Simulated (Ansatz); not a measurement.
The system is NaLaMnMoO6.

```xyz
10
Lattice="0.0000 3.8626 3.8626 3.8626 0.0000 3.8626 3.8626 3.8626 0.0000" Properties=species:S:1:pos:R:3 pbc="T T T"
Na    1.9313    1.9313    1.9313
La    5.7939    5.7939    5.7939
Mn    3.8626    3.8626    3.8626
Mo    0.0000    0.0000    0.0000
O     1.9574    3.8626    3.8626
O     3.8626    3.8626    1.9574
O     3.8626    1.9574    3.8626
O     3.8626    5.7678    3.8626
O     3.8626    3.8626    5.7678
O     5.7678    3.8626    3.8626
```

The cell was built by a generator and needn't be a form met in nature.

| Property | Result |
| --- | --- |
| Program | Ansatz 0.2.0 |
| Task | relaxation of cell and atoms |
| Functional | r2SCAN |
| Potentials or basis | Ansatz PAW |
| Cutoff | 500 eV (not typed: the program's choice for these potentials) |
| k mesh | 5 × 5 × 5 |
| Occupations | fermi-dirac, width 0.05 eV |
| Spin | collinear spin, ferromagnetic start |
| Starting moments | [0.0, 0.0, 4.0, 1.0, 0.0, 0.0, 0.0, 0.0, 0.0, 0.0] μB |

At the start: volume 11.53 Å³/atom.

Task: Where does the relaxation end?

Result: It ends after 5 steps and the volume is 11.36 Å³/atom (-1.4 %); space group F-43m (No. 216, to 0.05 Å); moment 1.22 μB per cell.

Step by step:
```tsv
step	energy change (eV)	largest force (eV/Å)	volume (Å³)
1	0.0000	0.3446	115.26
2	-0.0218	0.1930	114.01
3	-0.0260	0.0273	113.54
4	-0.0260	0.0001	113.64
5	-0.0250	0.0000	113.64
```

Final structure:
```yaml
crystal:
  lattice:
    - [0.00000, 3.84439, 3.84439]
    - [3.84439, 0.00000, 3.84439]
    - [3.84439, 3.84439, 0.00000]
  atoms:
    - { symbol: Na, position: [0.25000, 0.25000, 0.25000] }
    - { symbol: La, position: [0.75000, 0.75000, 0.75000] }
    - { symbol: Mn, position: [0.50000, 0.50000, 0.50000] }
    - { symbol: Mo, position: [0.00000, 0.00000, 0.00000] }
    - { symbol: O, position: [0.74515, 0.25485, 0.25485] }
    - { symbol: O, position: [0.25485, 0.25485, 0.74515] }
    - { symbol: O, position: [0.25485, 0.74515, 0.25485] }
    - { symbol: O, position: [0.74515, 0.25485, 0.74515] }
    - { symbol: O, position: [0.74515, 0.74515, 0.25485] }
    - { symbol: O, position: [0.25485, 0.74515, 0.74515] }
```

Caveat: the magnetic or orbital state may not be the lowest; the plane-wave basis is chosen anew once the cell has moved, so the energies of steps on either side of that aren't comparable; a cell with one magnetic atom can't hold antiferromagnetic order, which such compounds often take; the PAW data sets come from PBE, with cores solved anew for the run's functional, which leaves a small shift of forces and pressure; the starting moments weren't kept.
